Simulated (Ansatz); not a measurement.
# InSb2: the cost of one run

Method: DFT PBE, scalar-relativistic, plane waves, PAW, in Ansatz 0.2.0.

### Step 1. The structure to begin with

Symmetry: P6/mmm, No. 191, hexagonal system. Conventional cell: a = 4.625 Å, b = 4.625 Å, c = 8.896 Å, α = 90.00°, β = 90.00°, γ = 120.00°. In (site symmetry 6/mmm) has 2 Sb at 2.07 Å as nearest neighbours. In (site symmetry 6/mmm) has 2 Sb at 2.37 Å as nearest neighbours. Sb (site symmetry -6m2) is surrounded by 3 Sb at 2.67 Å and 3 In at 2.67 Å. Around Sb (site symmetry 6mm) lie 2 In at 2.07 to 2.37 Å.

As a file:

```cif
data_structure
_symmetry_space_group_name_H-M 'P 1'
_symmetry_Int_Tables_number 1
_cell_length_a 4.6249
_cell_length_b 4.6249
_cell_length_c 8.8962
_cell_angle_alpha 90.000
_cell_angle_beta 90.000
_cell_angle_gamma 120.000
_cell_volume 164.79
loop_
_atom_site_label
_atom_site_type_symbol
_atom_site_fract_x
_atom_site_fract_y
_atom_site_fract_z
_atom_site_occupancy
In1 In 0.00000 0.00000 0.00000 1
In2 In 0.00000 0.00000 0.50000 1
Sb1 Sb 0.33333 0.66667 0.00000 1
Sb2 Sb 0.66667 0.33333 0.00000 1
Sb3 Sb 0.00000 0.00000 0.76680 1
Sb4 Sb 0.00000 0.00000 0.23320 1
```

A structure generator made this guess: random cell by space group and Wyckoff sites (P6/mmm, No. 191). Its size is a rough estimate.

### Step 2. Probe: one point on a coarse mesh

input.yaml reads:

```yaml
crystal:
  lattice:
    - [4.62486274, 0.0, 0.0]
    - [-2.31243137, 4.00524862, 0.0]
    - [0.0, 0.0, 8.89617182]
  atoms:
    - { symbol: In, position: [0.0, 0.0, 0.0] }
    - { symbol: In, position: [0.0, 0.0, 0.5] }
    - { symbol: Sb, position: [0.33333333, 0.66666667, 0.0] }
    - { symbol: Sb, position: [0.66666667, 0.33333333, 0.0] }
    - { symbol: Sb, position: [0.0, 0.0, 0.76679851] }
    - { symbol: Sb, position: [0.0, 0.0, 0.23320149] }
basis:
  ecutwfc: 420
kpoints:
  mp_grid: { grid: [6, 6, 2] }
hamiltonian:
  xc: pbe
scf:
  occupations: { method: gaussian, width: 0.1 }
  lower_state_search: "off"
output:
  forces: true
  stress: true
  eigenvalues: true
```

Command:

```bash
ansatz run input.yaml --threads 1 --pin off --max-ram 2560MiB --backend cpu --events-out ev --progress --plain --runs-dir out
```

Q: Estimate wall time and peak memory on 1 thread of Arm Neoverse V2, shared host.

About 6.9 s, with a peak of 0.43 GiB.
